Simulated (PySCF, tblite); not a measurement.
# C3H7FGeO2: geometry, infrared bands and NMR shifts

Wanted: the infrared bands and NMR shifts of C3H7FGeO2 (`FCO[C@@H]1O[CH2][GeH2]1`), by calculation.

Programs: tblite 0.8.0 and PySCF 2.14.0, with density-fitted response routines of our own. Each step states its level of theory. These are calculated values for one molecule in the gas phase, unless marked as measured. Atoms are numbered from 0 throughout.

## (1) Starting geometry

14 atoms, charge 0, multiplicity 1; geometry from: force field or distance geometry start.

Bonds of the start (Å): F0–C1 1.38, C1–O2 1.39, O2–C3 1.41, C3–O4 1.41, O4–C5 1.41, C5–Ge6 1.93, Ge6–C3 1.93, C1–H7 1.13, C1–H8 1.12, C3–H9 1.13, C5–H10 1.11, C5–H11 1.11, Ge6–H12 1.56, Ge6–H13 1.55.

## (2) Geometry optimisation with GFN2-xTB

Job settings and geometry (Å):

```
{"job": {"kind": "relax", "xc": "GFN2-xTB", "basis": "xTB"}, "charge": 0, "multiplicity": 1}
F      3.297600     0.199500    -0.965700
C      2.289100    -0.130300    -0.077600
O      1.099500     0.473800    -0.469300
C      0.048800     0.096000     0.389300
O     -0.421400    -1.201400     0.084600
C     -1.723400    -0.819300    -0.304600
Ge    -1.554600     1.085000    -0.012800
H      2.608200     0.230900     0.942800
H      2.205100    -1.247100    -0.058800
H      0.300100     0.178500     1.483700
H     -2.478400    -1.276400     0.368800
H     -1.905700    -1.058200    -1.369700
H     -2.312600     1.573100     1.264300
H     -1.452800     1.895500    -1.326800
```

Started as:

```console
$ OMP_NUM_THREADS=1 python probes_run.py task.json out
```

One launch serves the whole session: the jobs run in the order shown.

**Question.** This job is followed by: GFN2-xTB harmonic vibrations, gas phase; GIAO PBE0/pcSseg-1 NMR shielding, non-relativistic, gas phase. Predict these results of the whole session: strongest single infrared mode (GFN2-xTB); zero-point energy (GFN2-xTB); 13C shifts against TMS (PBE0/pcSseg-1); 1H shifts against TMS (PBE0/pcSseg-1); 19F shifts against CFCl3 (PBE0/pcSseg-1); 17O shifts against H2O (PBE0/pcSseg-1); 73Ge shifts against GeMe4 (PBE0/pcSseg-1).

**Answer**, as computed:

```
                                 quantity                                         value
strongest single infrared mode (GFN2-xTB)                         1962 cm⁻¹, 527 km/mol
             zero-point energy (GFN2-xTB)                                 58.8 kcal/mol
   13C shifts against TMS (PBE0/pcSseg-1)                        112.4, 100.8, 71.4 ppm
    1H shifts against TMS (PBE0/pcSseg-1)  5.85, 5.82, 5.63, 5.55, 5.47, 5.24, 4.82 ppm
 19F shifts against CFCl3 (PBE0/pcSseg-1)                                    -188.6 ppm
   17O shifts against H2O (PBE0/pcSseg-1)                              133.9, 108.1 ppm
73Ge shifts against GeMe4 (PBE0/pcSseg-1)                                       -54 ppm
```

Over 140 steps the energy fell by 0.876 eV; of the close pairs, C5–Ge6 changed most, 1.934 to 2.008 Å. No mode is imaginary among the 36: a minimum at this level. The strongest single mode, at 1962 cm⁻¹, moves mainly H13 and H12. GFN2-xTB is a fitted tight-binding method: band positions and strengths are rough. Its intensities can rank the bands wrongly. The most deshielded hydrogen is H9 (hydrogen on an sp3 carbon bearing two oxygens), at 5.85 ppm: its carbon carries O, which withdraws density. At PBE0/pcSseg-1: The largest span, 307 ppm, is at Ge6, where the paramagnetic term is -1370 ppm. Spin-orbit coupling is left out, which matters for shieldings and couplings at and beside the heavy atoms.
